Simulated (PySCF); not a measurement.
# C10H12: the cost of one run

Programs: PySCF 2.14.0, with routines of our own; each step states its level. All values are computed. Atoms count from 0.

## (1) The starting structure

22 atoms, charge -1, multiplicity 2; geometry from: GFN2-xTB.

## (2) Open-shell or spin-flip excitations: unrestricted TDA B3LYP/def2-SVP in dimethylsulfoxide

The job: settings as JSON, then the geometry in Å.

```
{"job": {"kind": "uabs", "xc": "B3LYP", "basis": "def2-SVP", "nstates": 10, "tda": true, "solvent": "dimethylsulfoxide", "pol": false}, "charge": -1, "multiplicity": 2}
C      1.003465     2.551407    -2.348421
C      0.982551     1.806055    -1.353447
C      1.019502     0.720125    -0.529072
C     -0.058359    -0.010585     0.020302
C     -1.462230     0.258086    -0.225407
C     -2.546249     0.108411     0.833486
C     -2.524700    -0.827504    -0.346225
C      0.450538    -1.044824     0.984358
C      1.925952    -1.188054     0.595490
C      2.316117     0.188740     0.050940
H      0.964704     3.599639    -2.568700
H     -1.601045     1.094782    -0.904415
H     -2.268022    -0.297175     1.796025
H     -3.342799     0.840442     0.887207
H     -2.236572    -1.853549    -0.167012
H     -3.302304    -0.723817    -1.092607
H      0.372665    -0.713936     2.039238
H     -0.079016    -2.005831     0.920576
H      2.558711    -1.511430     1.430256
H      2.016182    -1.929378    -0.203910
H      3.121867     0.127361    -0.690204
H      2.678629     0.830423     0.870691
```

With the program's defaults for keys left out, this is: unrestricted TDA B3LYP/def2-SVP, vertical, IEF-PCM dimethylsulfoxide (non-equilibrium linear response), core orbitals frozen in the response.

On the command line:

```console
OMP_NUM_THREADS=1 python excited_run.py task.json out
```

This one command runs all jobs of the session in turn.

**Question.** How long does this first job take on 1 thread of Arm Neoverse N1, shared host, and how much memory does it need?

About 2.2 min, with a peak of 1.1 GiB.
